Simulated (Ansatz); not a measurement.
The same calculation of TiO₂, space group C2/c as a Python script and as an input file (the Python package of Ansatz (0.2.0)).

The script, `tio2.py`:
```python
"""Which atoms and shells make the states of TiO2."""

import warnings

import ansatz as az
import numpy as np
from pymatgen.core import Lattice, Structure
from pymatgen.io.ase import AseAtomsAdaptor

OCCUPATIONS = "Fixed"
MESH = (6, 6, 4)
CUTOFF_EV = 420
VDW = "d3bj"
EXTRA_BANDS = 18


def main() -> None:
    warnings.simplefilter("ignore", az.DeckWarning)

    pmg_structure = Structure(
        Lattice([(2.706034, -2.706655, 0.0), (2.706034, 2.706655, 0.0), (-2.633531, 0.0, 4.796637)]),
        ["Ti", "Ti", "O", "O", "O", "O"],
        [
            (0.13411, 0.86589, 0.25),
            (0.86589, 0.13411, 0.75),
            (0.331221, 0.088755, 0.667149),
            (0.668779, 0.911245, 0.332851),
            (0.911245, 0.668779, 0.832851),
            (0.088755, 0.331221, 0.167149),
        ],
    )
    cell = az.Crystal.from_ase(AseAtomsAdaptor.get_atoms(pmg_structure))

    calc = (
        cell.calculation()
        .occupations(OCCUPATIONS)
        .kpoints(*MESH)
        .basis(CUTOFF_EV)
        .functional(az.Functional.PBESOL, dispersion=VDW)
        .scf(extra_bands=EXTRA_BANDS)
        .density_of_states(projected=True, energy_step=0.1)
    )
    session = calc.session()
    planned = session.plan(threads=1)
    outcome = planned.execute()
    data = outcome.report

    dos = outcome.density_of_states()
    energy = np.asarray(dos.energies_ev) - dos.fermi_ev
    curves = {}
    for site in outcome.projected_density_of_states().sites:
        for shell in site.shells:
            weight = sum(np.sum(curve.g_bin_mean_per_ev, axis=0) for curve in shell.curves)
            name = f"{site.species} {shell.label}"
            curves[name] = curves.get(name, 0) + weight

    step = energy[1] - energy[0]
    windows = [(-10, -5), (-5, 0), (0, 4)]
    print("states by shell in windows of E - E_F (eV):", windows)
    for name, g in curves.items():
        print(f"{name:8s}", " ".join(f"{step * g[(energy >= a) & (energy < b)].sum():8.3f}" for a, b in windows))
    filled = (energy < 0) & (energy > -10)
    for name, g in curves.items():
        if g[filled].sum() * step > 0.5:
            print(f"centre of {name}: {np.average(energy[filled], weights=g[filled]):.2f} eV")


if __name__ == "__main__":
    main()
```

```console
$ python tio2.py
states by shell in windows of E - E_F (eV): [(-10, -5), (-5, 0), (0, 4)]
Ti 3S       0.000    0.089    0.003
Ti 4S       0.000    0.303    0.057
Ti 3P       0.000    0.153    0.004
Ti 3D       0.000    4.004    7.930
O 2S        0.000    0.157    0.087
O 2P        0.000   19.143    1.104
centre of Ti 3D: -3.02 eV
centre of O 2P: -2.27 eV
```

`input.yaml`:
```yaml
crystal:
  lattice:
    - [2.706034, -2.706655, 0.0]
    - [2.706034, 2.706655, 0.0]
    - [-2.633531, 0.0, 4.796637]
  atoms:
    - { symbol: Ti, position: [0.13410999999999998, 0.86589, 0.25] }
    - { symbol: Ti, position: [0.86589, 0.13411000000000006, 0.75] }
    - { symbol: O, position: [0.331221, 0.08875499999999997, 0.667149] }
    - { symbol: O, position: [0.6687789999999999, 0.9112449999999999, 0.332851] }
    - { symbol: O, position: [0.9112450000000001, 0.6687790000000001, 0.832851] }
    - { symbol: O, position: [0.08875499999999999, 0.331221, 0.167149] }
basis:
  ecutwfc: 420.0
kpoints:
  mp_grid:
    grid: [6, 6, 4]
hamiltonian:
  xc: pbesol
  dispersion: d3bj
scf:
  n_extra_bands: 18
  occupations:
    method: fixed
output:
  dos:
    de: 0.1
    projected: true
```

What to keep in mind:
- The run is spin-unpolarised.
- Semilocal gaps usually lie well under measured ones.
- Under fixed occupations the level called the Fermi level is the highest filled one on the SCF mesh; off the mesh a filled band can lie a little above it.
- The crystal has a gap of about 2.03 eV on the mesh; bins of finite width blur the band edges.
- This cell is a computed structure, which may not be the phase found in nature.
- Curves are summed over the cell's atoms. Only shells that the potentials hold have channels, so projections don't add up to the total, least of all where a shell is missing (p of most metals); heights and places of peaks move with the mesh.
- The density of states is complete only as far up as bands were computed.
- A band centre counts only the states inside the window taken.
- Finished in 7.3 s on 1 thread of Arm Neoverse V2, with other jobs on the host, peak memory 0.49 GiB.
